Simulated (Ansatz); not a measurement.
Crystal: Hf2Pd2Se2Br2O3.

```
Hf Pd Se Br O
1.0
     5.76070    0.00000    0.00000
    -0.52247    5.84720    0.00000
    -1.48845   -0.88663    6.65037
Hf Pd Se Br O
2 2 2 2 3
Direct
  0.74540 0.39602 0.34989
  0.28763 0.45322 0.59401
  0.90854 0.13294 0.84849
  0.25249 0.90323 0.35874
  0.63469 0.40355 0.93716
  0.62597 0.78174 0.53023
  0.85273 0.99089 0.15355
  0.22526 0.82084 0.86223
  0.96040 0.28925 0.59026
  0.43233 0.24524 0.40864
  0.07457 0.58308 0.36682
```

The cell was built by a generator and needn't be a form met in nature.

Base run:

```yaml
Program: Ansatz 0.2.0
Functional: r2SCAN
Potentials_or_basis: Ansatz PAW
Cutoff: "500 eV (not typed: the program's choice for these potentials)"
k_mesh: 5 × 5 × 4
Occupations: fermi-dirac, width 0.05 eV
Spin: no spin polarisation
```

Its results: band gap on the k mesh 0.40 eV, indirect (least direct gap 0.64 eV); pressure -2.3 GPa; largest force 0.243 eV/Å.

Q: The run is repeated on the same cell with these changes: functional from r2SCAN to HSE06; cutoff from 500 eV (not typed: the program's choice for these potentials) to 420 eV (not typed: the program's choice for these potentials); k mesh from 5 × 5 × 4 to 2 × 2 × 2. What comes out?

A: Band gap on the k mesh 1.26 eV, direct; pressure -2.3 GPa; largest force 0.432 eV/Å.

Several settings changed at once, so the effect can't be laid on one alone.

Caveats: some runs use coarse meshes; spin-orbit coupling is left out, which moves the levels of the heavy elements; the PAW data sets come from PBE, with cores solved anew for the run's functional, which leaves a small shift of forces and pressure; the thresholds are loose for stress (some runs).
